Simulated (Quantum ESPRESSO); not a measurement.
# Ga3Se under changes of volume

One of the cells (21.771 Å³/atom); the others are scaled copies at fixed shape and fractional positions:

```xyz
4
Lattice="4.4325 0.0000 0.0000 0.0000 4.4325 0.0000 0.0000 0.0000 4.4325" Properties=species:S:1:pos:R:3 pbc="T T T"
Se    0.0000    0.0000    0.0000
Ga    2.2162    2.2162    0.0000
Ga    2.2162    0.0000    2.2162
Ga    0.0000    2.2162    2.2162
```

The cell comes from a database or a generator and needn't be the stable form of this composition.

```yaml
Program: Quantum ESPRESSO 7.5
Functional: r2SCAN
Potentials_or_basis: SG15 PBE 1.2
Cutoff: 1197 eV
Density_cutoff: 4789 eV
k_mesh: 3 × 3 × 3
Occupations: fermi-dirac, width 0.05 eV
Spin: no spin polarisation
```

```tsv
volume (Å³/atom)	energy over the lowest point (meV/atom)	pressure (GPa)
20.465	?	?
20.900	0.00	-0.3
21.335	1.86	-1.0
21.771	5.79	-1.7
22.206	11.44	-2.2
22.642	18.40	-2.5
23.077	26.06	-2.7
```

Question: What does the run at 20.465 Å³/atom give?

Answer: Energy over the lowest point 0.55 meV/atom; pressure 0.7 GPa.

Worked out: A Birch-Murnaghan fit of order 3 (a polynomial in V^(-2/3)) to the other rows has its minimum at 20.82 Å³/atom, just outside them, with B0 = V·E''(V) = 51 GPa (rough, since the energies scatter). It gives 0.99 meV/atom at 20.465 Å³/atom, against the run's 0.55, and -dE/dV = 1.0 GPa, against 0.7.

Energies are extrapolated to zero smearing.

Caveats: all runs use coarse meshes; the potentials were made for another functional, which shifts forces and pressure.
